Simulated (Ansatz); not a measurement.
# Ga (Cmce): equation of state

Aim: the bulk modulus of Ga (Cmce) from energies at several volumes around the relaxed one, with shape and atoms relaxed at each. Whether the element takes this structure at low temperature is a separate question.

Program: Ansatz 0.2.0. Level of theory: DFT r²SCAN, scalar-relativistic, plane waves, PAW. These are calculated values, not measurements.

## (1) The starting structure

It takes space group Cmce (No. 64, orthorhombic). Conventional cell: a = 4.491 Å, b = 7.599 Å, c = 4.505 Å, α = 90.00°, β = 90.00°, γ = 90.00°. Around Ga (site symmetry m) lie 7 Ga at 2.49 to 2.77 Å.

Structure file:

```cif
data_structure
_symmetry_space_group_name_H-M 'P 1'
_symmetry_Int_Tables_number 1
_cell_length_a 4.4137
_cell_length_b 4.4137
_cell_length_c 4.5053
_cell_angle_alpha 90.000
_cell_angle_beta 90.000
_cell_angle_gamma 118.836
_cell_volume 76.88
loop_
_atom_site_label
_atom_site_type_symbol
_atom_site_fract_x
_atom_site_fract_y
_atom_site_fract_z
_atom_site_occupancy
Ga1 Ga 0.84401 0.15599 0.08399 1
Ga2 Ga 0.65599 0.34401 0.58399 1
Ga3 Ga 0.15599 0.84401 0.91601 1
Ga4 Ga 0.34401 0.65599 0.41601 1
```

This cell comes from an earlier session at r²SCAN: 19.221 Å³/atom at -0.02 GPa, on a 10×10×10 mesh.

Volume factors to run: 0.980, 1.020, 0.960, 1.040.

## (2) At 0.980 of the relaxed volume

input.yaml

```yaml
crystal:
  lattice:
    - [2.2304786547, -3.7742409256, 0.0]
    - [2.2304786547, 3.7742409256, 0.0]
    - [0.0, 0.0, 4.4750162651]
  atoms:
    - { symbol: Ga, position: [0.8440116205, 0.1559883795, 0.0839872895] }
    - { symbol: Ga, position: [0.6559883795, 0.3440116205, 0.5839872895] }
    - { symbol: Ga, position: [0.1559883795, 0.8440116205, 0.9160127105] }
    - { symbol: Ga, position: [0.3440116205, 0.6559883795, 0.4160127105] }
basis:
  ecutwfc: 500
  ecutrho_ratio: 4
kpoints:
  mp_grid: { grid: [10, 10, 10] }
hamiltonian:
  xc: r2scan
scf:
  occupations: { method: gaussian, width: 0.05 }
output:
  forces: true
  stress: true
  eigenvalues: true
relax:
  f_tol: 0.01
  max_steps: 40
  cell: { stress_tol: 0.1, fix: [volume] }
```

Command:

```bash
ansatz run input.yaml --threads 2 --pin off --max-ram 5120MiB --backend cpu --events-out ev --progress --plain --runs-dir out
```

Further steps of the session: At 1.020 of the relaxed volume; Volume × 0.960; Volume × 1.040.

**Question.** What will these runs give? Wanted: V0; B0; B0′; scatter of the fit.

**Answer**, as computed:

```
          quantity           value
                V0  19.216 Å³/atom
                B0          61 GPa
               B0′             4.1
scatter of the fit  0.003 meV/atom
```

In words: The fitted minimum lies at 19.22 Å³/atom, and the bulk modulus is 61 GPa. One per cent of compression takes about 0.61 GPa. These are values at 0 K without zero-point motion.
